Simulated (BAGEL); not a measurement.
# AlSiNH6O (SMILES O[SiH2][NH][AlH2]) at HF/STO-3G (density fitting with qzvpp-jkfit)

What is the energy change on altering one bond length of AlSiNH6O at HF/STO-3G (density fitting with qzvpp-jkfit)? 

Program for the calculation: BAGEL 1.2.2.

2 further runs of the same task are left out: 2 set aside as unsound or not needed.

## (1) The system as given

AlSiNH6O has 10 atoms, charge 0, and is taken as a singlet. SMILES: `O[SiH2][NH][AlH2]`. Geometry: relaxed at PBE0-D4/def2-TZVP. This is one conformer, not always the lowest.

Bond lengths: O1–Si2 1.650 Å, Si2–N3 1.711 Å, N3–Al4 1.785 Å, O1–H5 0.958 Å, Si2–H6 1.486 Å, Si2–H7 1.491 Å, N3–H8 1.013 Å, Al4–H9 1.580 Å, Al4–H10 1.583 Å. Some angles: O1–Si2–N3 109.6°, Si2–N3–Al4 128.8°, O1–Si2–H6 111.3°, O1–Si2–H7 107.7°, N3–Si2–H6 106.5°, N3–Si2–H7 112.1°, Si2–O1–H5 117.1°, Si2–N3–H8 114.7°, Al4–N3–H8 116.5°, N3–Al4–H9 118.3°.

## (2) The energy at HF/STO-3G (density fitting with qzvpp-jkfit)

input.json

```json
{ "bagel" : [

{
  "title" : "molecule",
  "basis" : "sto-3g",
  "df_basis" : "qzvpp-jkfit",
  "angstrom" : true,
  "geometry" : [
    { "atom" : "O", "xyz" : [      -1.817400,      -0.693800,      -1.056500 ] },
    { "atom" : "Si", "xyz" : [      -0.576600,       0.373900,      -0.851600 ] },
    { "atom" : "N", "xyz" : [       0.693300,      -0.382300,       0.009600 ] },
    { "atom" : "Al", "xyz" : [       1.233300,      -0.094800,       1.686300 ] },
    { "atom" : "H", "xyz" : [      -2.399800,      -0.547900,      -1.803100 ] },
    { "atom" : "H", "xyz" : [      -1.000200,       1.543800,      -0.039500 ] },
    { "atom" : "H", "xyz" : [      -0.142800,       0.831300,      -2.203200 ] },
    { "atom" : "H", "xyz" : [       1.159400,      -1.127800,      -0.493000 ] },
    { "atom" : "H", "xyz" : [       0.508400,       1.030600,       2.525200 ] },
    { "atom" : "H", "xyz" : [       2.425400,      -0.984200,       2.228700 ] }
  ]
},

{ "title" : "hf" },

{ "title" : "print", "file" : "orbitals.molden", "orbitals" : true }

]}
```

Started as:

```bash
BAGEL_NUM_THREADS=1 BAGEL input.json > input.out
```

What it wrote:

```text
* using 1 threads per process

  ===============================================================
  ===============================================================

  *** Geometry ***

  { "atom" : "O", "xyz" : [     -3.434388,     -1.311092,     -1.996496 ] },
  { "atom" : "Si", "xyz" : [     -1.089616,      0.706569,     -1.609291 ] },
  { "atom" : "N", "xyz" : [      1.310147,     -0.722442,      0.018141 ] },
  { "atom" : "Al", "xyz" : [      2.330599,     -0.179146,      3.186645 ] },
  { "atom" : "H", "xyz" : [     -4.534965,     -1.035381,     -3.407365 ] },
  { "atom" : "H", "xyz" : [     -1.890104,      2.917359,     -0.074644 ] },
  { "atom" : "H", "xyz" : [     -0.269853,      1.570929,     -4.163445 ] },
  { "atom" : "H", "xyz" : [      2.190948,     -2.131233,     -0.931635 ] },
  { "atom" : "H", "xyz" : [      0.960737,      1.947552,      4.771936 ] },
  { "atom" : "H", "xyz" : [      4.583342,     -1.859868,      4.211633 ] },

  Number of auxiliary basis functions:      518

  Since a DF basis is specified, we compute 2- and 3-index integrals:
    o Being stored without compression. Storage requirement is 0.005 GB

  Number of basis functions:       34
  Number of electrons      :       48

    * METHOD: MOLECULE                             0.17

  *** RHF ***

  === Nuclear Repulsion ===
   207.7628664182

      * DIIS with orbital gradients will be used.

  === RHF iteration (sto-3g) ===
      0       -655.64978190          0.01516052           0.02
      1       -655.73672778          0.00426133           0.02
      2       -655.74375656          0.00089903           0.02
      3       -655.74419354          0.00019954           0.02
      4       -655.74421357          0.00002806           0.02
      5       -655.74421423          0.00000659           0.02
      6       -655.74421427          0.00000109           0.02
      7       -655.74421427          0.00000026           0.02
      8       -655.74421427          0.00000006           0.02
      9       -655.74421427          0.00000002           0.02
     10       -655.74421427          0.00000000           0.02
    * SCF iteration converged.

    * Permanent dipole moment:
           (   -0.157528,    -0.199898,     0.288066) a.u.

    * METHOD: HF                                   0.32

    * METHOD: PRINT                                0.00

  ===============================================================
```

It took 0.66 s on 1 thread of Arm Neoverse V2, shared host.

## (3) The distorted shape at the same level

input.json

```json
{ "bagel": [

{
  "title": "molecule",
  "basis": "sto-3g",
  "df_basis": "qzvpp-jkfit",
  "angstrom": "true",
  "geometry": [
    { "atom": "O", "xyz": [   -1.957252,   -0.470114,   -0.905696 ] },
    { "atom": "Si", "xyz": [   -0.716452,    0.597586,   -0.700796 ] },
    { "atom": "N", "xyz": [    0.553448,   -0.158614,    0.160404 ] },
    { "atom": "Al", "xyz": [    1.093448,    0.128886,    1.837104 ] },
    { "atom": "H", "xyz": [   -2.539652,   -0.324214,   -1.652296 ] },
    { "atom": "H", "xyz": [   -1.140052,    1.767486,    0.111304 ] },
    { "atom": "H", "xyz": [   -0.282652,    1.054986,   -2.052396 ] },
    { "atom": "H", "xyz": [    1.159400,   -1.127800,   -0.493000 ] },
    { "atom": "H", "xyz": [    0.368548,    1.254286,    2.676004 ] },
    { "atom": "H", "xyz": [    2.285548,   -0.760514,    2.379504 ] }
  ]
},
{ "title": "hf" },
{ "title": "print", "file": "orbitals.molden", "orbitals": "true" }

]}
```

Started as:

```bash
BAGEL_NUM_THREADS=1 BAGEL input.json > input.out
```

What it wrote:

```text
* using 1 threads per process

  ===============================================================
  ===============================================================

  *** Geometry ***

  { "atom" : "O", "xyz" : [     -3.698670,     -0.888387,     -1.711517 ] },
  { "atom" : "Si", "xyz" : [     -1.353898,      1.129274,     -1.324313 ] },
  { "atom" : "N", "xyz" : [      1.045865,     -0.299737,      0.303120 ] },
  { "atom" : "Al", "xyz" : [      2.066317,      0.243559,      3.471623 ] },
  { "atom" : "H", "xyz" : [     -4.799247,     -0.612676,     -3.122387 ] },
  { "atom" : "H", "xyz" : [     -2.154386,      3.340064,      0.210334 ] },
  { "atom" : "H", "xyz" : [     -0.534135,      1.993635,     -3.878466 ] },
  { "atom" : "H", "xyz" : [      2.190948,     -2.131233,     -0.931635 ] },
  { "atom" : "H", "xyz" : [      0.696455,      2.370257,      5.056915 ] },
  { "atom" : "H", "xyz" : [      4.319060,     -1.437163,      4.496611 ] },

  Number of auxiliary basis functions:      518

  Since a DF basis is specified, we compute 2- and 3-index integrals:
    o Being stored without compression. Storage requirement is 0.005 GB

  Number of basis functions:       34
  Number of electrons      :       48

    * METHOD: MOLECULE                             0.17

  *** RHF ***

  === Nuclear Repulsion ===
   206.2691796170

      * DIIS with orbital gradients will be used.

  === RHF iteration (sto-3g) ===
      0       -655.58655262          0.01601920           0.02
      1       -655.67628029          0.00529591           0.02
      2       -655.68612253          0.00120240           0.02
      3       -655.68675609          0.00026268           0.02
      4       -655.68679334          0.00003402           0.02
      5       -655.68679430          0.00000861           0.02
      6       -655.68679437          0.00000171           0.02
      7       -655.68679437          0.00000050           0.02
      8       -655.68679437          0.00000015           0.02
      9       -655.68679437          0.00000006           0.02
     10       -655.68679437          0.00000002           0.02
     11       -655.68679437          0.00000000           0.02
    * SCF iteration converged.

    * Permanent dipole moment:
           (   -0.102092,    -0.280541,     0.240322) a.u.

    * METHOD: HF                                   0.34

    * METHOD: PRINT                                0.00

  ===============================================================
```

Wall time 0.68 s (1 thread of Arm Neoverse V2, shared host).

## (4) Summary of results

At HF/STO-3G (density fitting with qzvpp-jkfit):

| quantity | value |
| --- | --- |
| first shape: total energy | -655.74421 Eh |
| first shape: dipole moment | 0.98 D |
| first shape: HOMO energy | -7.59 eV |
| first shape: LUMO energy | 9.61 eV |
| first shape: HOMO–LUMO gap | 17.20 eV |
| distorted shape: total energy | -655.68679 Eh |
| distorted shape: dipole moment | 0.97 D |
| distorted shape: HOMO energy | -7.48 eV |
| distorted shape: LUMO energy | 9.56 eV |
| distorted shape: HOMO–LUMO gap | 17.04 eV |
| energy change with the N3–H8 bond stretched from 1.013 to 1.317 Å | 1.562 eV |

In words: With the N3–H8 bond stretched from 1.013 to 1.317 Å the energy rises by 1.56 eV (151 kJ/mol). The first shape isn't relaxed at this level, so the change isn't measured from a minimum. The minimal basis adds a large error of its own.
